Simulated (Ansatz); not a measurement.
## BGe2H6N, SMILES [GeH3][GeH]1[BH][NH]1: a rigid scan of one bond length, step by step

Program: Ansatz 0.2.0, Python API.

`bge2h6n.xyz`
```text
10

Ge   -1.24690    1.04540   -0.80690
Ge   -0.14730   -0.85380   -0.02490
B     1.07520   -0.49470    1.61350
N     1.68260   -0.43320    0.19070
H    -0.56440    1.63750   -2.08680
H    -1.30820    2.18570    0.29220
H    -2.72450    0.71310   -1.18740
H    -0.14680   -2.12450   -0.88860
H     1.30050   -0.41040    2.83330
H     2.16290   -1.31630    0.06790
```

The cells in order, each with its output:

In [1]:
```python
import ansatz
import numpy as np
```

In [2]:
```python
geometry = ansatz.Crystal.molecule_from_extxyz('bge2h6n.xyz')
```

In [3]:
```python
symbols = [site.symbol for site in geometry.cartesian_sites]
start = np.array([site.position_ang for site in geometry.cartesian_sites])
axis = (start[4] - start[0]) / np.linalg.norm(start[4] - start[0])
moving = [4]
lengths, energies = [1.379, 1.441, 1.504, 1.567, 1.629, 1.692, 1.755, 1.849], []
for length in lengths:
    xyz = start.copy()
    xyz[moving] += (length - np.linalg.norm(start[4] - start[0])) * axis
    point = ansatz.Crystal.molecule()
    for symbol, place in zip(symbols, xyz):
        point = point.atom(symbol, place.tolist())
    job = (
        point.calculation()
        .basis(gaussian='def2-SVP')
        .functional('hf')
        .accuracy('medium')
    )
    r = job.run(threads=1, pin='off').report
    energies.append(r['free_energy_ev'])
    print(f'r = {length:6.3f} A  E = {energies[-1]:.5f} eV  <S^2> = {abs(r["mean_field"]["state"]["spin_squared"]):.3f}')
```
```text
r =  1.379 A  E = -115177.21607 eV  <S^2> = 0.000
r =  1.441 A  E = -115177.40562 eV  <S^2> = 0.000
r =  1.504 A  E = -115177.49129 eV  <S^2> = 0.000
r =  1.567 A  E = -115177.49402 eV  <S^2> = 0.000
r =  1.629 A  E = -115177.43474 eV  <S^2> = 0.000
r =  1.692 A  E = -115177.32673 eV  <S^2> = 0.000
r =  1.755 A  E = -115177.18259 eV  <S^2> = 0.000
r =  1.849 A  E = -115176.92042 eV  <S^2> = 0.000
```

In [4]:
```python
# quartic fit about the minimum
fit = np.polynomial.Polynomial.fit(lengths, np.array(energies) - min(energies), 4).convert()
roots = [r.real for r in fit.deriv().roots() if abs(r.imag) < 1e-9 and fit.deriv(2)(r.real) > 0]
r_e = min(roots, key=lambda r: abs(r - lengths[int(np.argmin(energies))]))
print(f'minimum of the fit at {r_e:.4f} A, force constant {fit.deriv(2)(r_e):.2f} eV/A^2')
```
```text
minimum of the fit at 1.5371 A, force constant 18.23 eV/A^2
```

Notes:
- The settings weren't tested for convergence.
- The rest of the molecule is held rigid at a force-field or estimated start geometry, and the basis set is modest; single-reference methods fail as a bond breaks.
- Hartree-Fock leaves correlation out, so bond, atomisation and ionisation energies come out well too low.
- The orbitals are restricted, so S² is zero by construction.
- Wall time of the script: 40 s on 1 thread of Arm Neoverse N1 (shared host), peak memory 0.35 GiB.
